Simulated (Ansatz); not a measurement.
**CH6OSSi: up Jacob's ladder to CCSD(T)**

The task here is to estimate one member of a computed series from the others.

Method: functionals in def2-TZVPP, the program's frozen cores in correlated methods; program: Ansatz 0.2.0, Gaussian basis.

Plan: LDA (SPW92), PBE-D4, revPBE-D4, BLYP-D4, r2SCAN-D4, B97M-V, PBE0-D4, B3LYP-D4, r2SCANh-D4, r2SCAN0-D4, HSE06-D4, BHLYP-D4, CAM-B3LYP-D4, LC-ωPBE, ωB97X-V, ωB97M-V, B2PLYP, PBE-QIDH; CCSD(T)/def2-SVP; CCSD(T)/def2-TZVPP; MP2/def2-QZVPP; extrapolation to the limit; RPA on PBE.

## The relaxed structure

The geometry comes from an earlier relaxation with PBE0-D4 in a triple-zeta def2 set; it is a stationary point, not always the lowest conformer.

SMILES `OC([SiH3])S`, 10 atoms, charge 0, spin multiplicity 1.

Atoms are counted from 1 here; the program's logs count them from 0.

Bond lengths: O1–C2 1.419 Å, O1–H5 0.963 Å, C2–Si3 1.905 Å, C2–S4 1.793 Å, C2–H6 1.097 Å, Si3–H7 1.485 Å, Si3–H8 1.484 Å, Si3–H9 1.490 Å, S4–H10 1.345 Å. Angles: C2–O1–H5 108.2°, O1–C2–Si3 112.3°, O1–C2–S4 109.9°, O1–C2–H6 110.8°, Si3–C2–S4 107.2°, Si3–C2–H6 109.0°, S4–C2–H6 107.5°, C2–Si3–H7 110.6°, C2–Si3–H8 110.0°, C2–Si3–H9 106.7°, H7–Si3–H8 110.6°, H7–Si3–H9 109.4°, H8–Si3–H9 109.4°, C2–S4–H10 97.6°.

The first run:

File in.yaml:

```yaml
crystal:
  periodic: [false, false, false]
  atoms:
    - {symbol: O, position_ang: [-1.367947, 0.648065, -0.693241]}
    - {symbol: C, position_ang: [-0.010981, 0.480019, -0.312437]}
    - {symbol: Si, position_ang: [0.216513, -0.920430, 0.959236]}
    - {symbol: S, position_ang: [0.977921, 0.058242, -1.747530]}
    - {symbol: H, position_ang: [-1.887942, 0.800205, 0.103152]}
    - {symbol: H, position_ang: [0.394671, 1.410040, 0.105164]}
    - {symbol: H, position_ang: [1.544695, -0.821305, 1.614932]}
    - {symbol: H, position_ang: [0.058014, -2.238751, 0.297197]}
    - {symbol: H, position_ang: [-0.853785, -0.749045, 1.981517]}
    - {symbol: H, position_ang: [1.012042, 1.281761, -2.305090]}
basis:
  gaussian: {orbitals: def2-TZVPP}
hamiltonian: {xc: lda}
output: {orbitals: {seedname: orbitals}}
```

Run with:

```bash
ansatz run in.yaml --threads 2 --pin off --events-out ev --progress --plain --max-ram 4352MiB
```

Steps of the session up to this table: LDA; PBE-D4 (GGA); revPBE-D4 (GGA); BLYP-D4 (GGA); r2SCAN-D4 (meta-GGA); B97M-V (meta-GGA); B3LYP-D4 (hybrid); r2SCANh-D4 (hybrid); r2SCAN0-D4 (hybrid); HSE06-D4 (hybrid); BHLYP-D4 (hybrid); CAM-B3LYP-D4 (range-separated); LC-ωPBE (range-separated); ωB97X-V (range-separated); ωB97M-V (range-separated); B2PLYP (double hybrid); PBE-QIDH (double hybrid).

One of the session's tables, all rows but one given; the rest of the session is left out.

It belongs to the step «Orbital energies across the functionals». 

```
  functional  HOMO (eV)  gap (eV)
 LDA (SPW92)      -6.15      5.01
      PBE-D4      -6.03      5.11
   revPBE-D4      -5.98      5.17
     BLYP-D4      -5.88      5.05
   r2SCAN-D4      -6.30      5.75
      B97M-V      -6.43      5.65
     PBE0-D4      -7.27      7.23
    B3LYP-D4      -7.03      6.73
  r2SCANh-D4      -6.76      6.51
  r2SCAN0-D4      -7.44      7.64
    HSE06-D4      -6.87      6.45
    BHLYP-D4      -8.37      9.14
CAM-B3LYP-D4      -8.62      9.53
     LC-ωPBE          ?         ?
     ωB97X-V      -9.68     11.63
     ωB97M-V      -9.52     11.15
```

Q: Estimate the row for LC-ωPBE from the others.

As computed: HOMO (eV): -10.05; gap (eV): 12.17. In the column «HOMO (eV)» it is the lowest.
